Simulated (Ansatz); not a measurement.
# CH5GeN: single points off equilibrium

The task here is to estimate one member of a computed series from the others.

The runs use Ansatz 0.2.0, Gaussian basis; single points in def2-TZVPP.

Correlated methods freeze the cores. Filled d shells of the heavier atoms are correlated. B3LYP uses VWN-RPA correlation.

### The system as given

SMILES `C=[N][GeH3]`, 8 atoms, charge 0, spin multiplicity 1.

Atoms are counted from 1 here; the program's logs count them from 0.

Bond lengths: C1–N2 1.218 Å, C1–H4 1.160 Å, C1–H5 1.109 Å, N2–Ge3 1.830 Å, Ge3–H6 1.461 Å, Ge3–H7 1.483 Å, Ge3–H8 1.496 Å. Angles: N2–C1–H4 126.2°, N2–C1–H5 119.5°, H4–C1–H5 114.2°, C1–N2–Ge3 130.1°, N2–Ge3–H6 114.6°, N2–Ge3–H7 103.1°, N2–Ge3–H8 110.7°, H6–Ge3–H7 113.6°, H6–Ge3–H8 107.2°, H7–Ge3–H8 107.4°.

As a file:

```
C    -0.5380    1.0842   -0.9926
N     0.3962    0.3840   -0.6459
Ge    0.5269   -0.8054    0.7391
H    -1.6053    1.0755   -0.5393
H    -0.4177    1.7642   -1.8604
H     0.1871   -0.2543    2.0486
H     1.9271   -1.2834    0.6401
H    -0.3657   -1.9836    0.5094
```

Set-up of the first run:

Contents of run/in.yaml:

```yaml
crystal:
  periodic: [false, false, false]
  atoms:
    - {symbol: C, position_ang: [-0.538000, 1.084200, -0.992600]}
    - {symbol: N, position_ang: [0.396200, 0.384000, -0.645900]}
    - {symbol: Ge, position_ang: [0.526900, -0.805400, 0.739100]}
    - {symbol: H, position_ang: [-1.605300, 1.075500, -0.539300]}
    - {symbol: H, position_ang: [-0.417700, 1.764200, -1.860400]}
    - {symbol: H, position_ang: [0.187100, -0.254300, 2.048600]}
    - {symbol: H, position_ang: [1.927100, -1.283400, 0.640100]}
    - {symbol: H, position_ang: [-0.365700, -1.983600, 0.509400]}
basis:
  gaussian: {orbitals: def2-TZVPP}
correlation: {method: ccsd_t}
output: {forces: true}
```

No record of the launch command was kept for these runs.

Steps of the session up to this table: CCSD(T)/def2-TZVPP; PBE0-D4/def2-TZVPP; wB97M-V/def2-TZVPP; r2SCAN-D4/def2-TZVPP; PBE-D4/def2-TZVPP; wB97X-V/def2-TZVPP; B3LYP-D4/def2-TZVPP.

One of the session's tables, all rows but one given; the rest of the session is left out.

| method | RMS force component (eV/Å) | angle to CCSD(T) forces (°) | dipole (D) |
| --- | --- | --- | --- |
| CCSD(T) | 1.298 | reference | 1.24 |
| PBE0-D4 | 1.050 | 9.2 | 1.24 |
| wB97M-V | ? | ? | ? |
| r2SCAN-D4 | 1.073 | 6.0 | 1.19 |
| PBE-D4 | 1.175 | 8.2 | 1.13 |
| wB97X-V | 1.109 | 6.4 | 1.31 |
| B3LYP-D4 | 1.052 | 8.9 | 1.22 |

Estimate the missing values for wB97M-V.

The run gave: RMS force component (eV/Å): 1.063; angle to CCSD(T) forces (°): 7.1; dipole (D): 1.27. In the column «RMS force component (eV/Å)» it lies between B3LYP-D4 (1.052) and r2SCAN-D4 (1.073).
